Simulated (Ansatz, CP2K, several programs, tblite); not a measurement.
Energy against volume for Li2HgSnTe4 (stannite), at fixed shape and fractional coordinates, computed by several methods (PBE and r2SCAN, where shown, with plane waves in Ansatz); the cell shown is that of r2SCAN. With free coordinates or axes held, a curve is too stiff, and on another method's shape its minimum isn't the method's own volume. The symmetry is I-42m (No. 121, tetragonal); conventional cell a = 6.406 Å, c = 12.859 Å, 32.98 Å³ an atom. Li has 4 Te at 2.74 Å; Hg has 4 Te at 2.87 Å; Sn has 4 Te at 2.77 Å; Te has 2 Li at 2.74 Å and 1 Sn at 2.77 Å and 1 Hg at 2.87 Å. The cell comes from a prototype generator: it can be a known phase or a hypothetical one. Spin polarisation is off. Energies count from each curve's lowest point; fits are third-order Birch-Murnaghan.

```
Li Hg Sn Te
1.0
    -3.20311    3.20311    6.42947
     3.20311   -3.20311    6.42947
     3.20311    3.20311   -6.42947
Li Hg Sn Te
2 1 1 4
Cartesian
  0.0000 3.2031 3.2147
  3.2031 0.0000 3.2147
  0.0000 0.0000 0.0000
  0.0000 0.0000 6.4295
  1.5610 1.5610 8.1081
  1.5610 -1.5610 4.7508
  -1.5610 1.5610 4.7508
  1.6421 1.6421 1.6787
```

PBE/SZV (CP2K), on the shape of the cell shown:
```tsv
V (Å³/atom)	E (meV/atom)
29.025	208.86
31.004	99.51
32.983	35.85
34.962	5.62
36.941	0.00
```
The lowest point is an end point, so the minimum isn't bracketed.

**Question.** GFN1-xTB (tblite), on the shape of the cell shown, as a cluster of 64 atoms at the zone centre, gives

| V (Å³/atom) | E (meV/atom) |
| --- | --- |
| 29.025 | 18.85 |
| 31.004 | 0.00 |
| 32.983 | 20.22 |
| 34.962 | 68.01 |
| 36.941 | 135.70 |

What equilibrium volume and bulk modulus follow?

**Answer.** V₀ = 30.86 Å³ an atom and B₀ = 50 GPa.

PBE, on the shape of its own relaxed cell:
```tsv
V (Å³/atom)	E (meV/atom)
31.682	13.04
32.693	3.07
33.704	0.00
34.715	2.75
35.726	10.39
```
V₀ = 33.70 Å³ an atom and B₀ = 31 GPa.

PBE/DZVP (CP2K), on the shape of the cell shown:
```
V (Å³/atom)  E (meV/atom)
     29.025        104.12
     31.004         35.34
     32.983          4.19
     34.962          0.00
     36.941         15.15
```
V₀ = 34.32 Å³ an atom and B₀ = 30 GPa.

light PBE (260 eV, its own mesh), on the shape of the cell shown:
```tsv
V (Å³/atom)	E (meV/atom)
30.344	55.38
31.664	18.12
32.983	0.00
34.302	14.03
35.622	5.00
36.941	14.75
```
The points scatter about a smooth fit, as a low cutoff and a light mesh can make them, so no fit is quoted.
